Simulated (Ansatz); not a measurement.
# OTi: the cost of one run

Program: Ansatz 0.2.0. Level of theory: DFT unrestricted BHLYP, scalar-relativistic (X2C), Gaussian basis aug-cc-pwCVTZ-DK-on-Ti, aug-cc-pVTZ-DK. These are calculated values, not measurements.

## (1) The starting structure

Bond lengths: Ti1–O2 1.620 Å.

Structure file:

```xyz
2

Ti    0.0000    0.0000    0.0000
O     0.0000    0.0000    1.6200
```

## (2) Relaxing the atoms: OTi

input.yaml

```yaml
relax:
  f_tol: 0.001
  max_steps: 200
crystal:
  periodic: [false, false, false]
  atoms:
    - { symbol: Ti, position_ang: [0.0, 0.0, 0.0] }
    - { symbol: O, position_ang: [0.0, 0.0, 1.62] }
magnetization:
  spin_polarized: true
  initial_magnetization: 2
basis:
  gaussian: { orbitals: aug-cc-pwCVTZ-DK-on-Ti_aug-cc-pVTZ-DK.json }
hamiltonian:
  xc: { name: BHLYP }
  pseudopotentials: { relativity: scalar }
output:
  orbitals: {}
```

Command:

```
$ ansatz run input.yaml --threads 4 --pin off --max-ram 6144MiB --backend cpu --events-out ev --progress --plain --runs-dir out
```

**Question.** How long does this run take on 4 threads of Arm Neoverse V1, shared host, and how much memory does it need?

About 31 s, with a peak of 0.55 GiB.
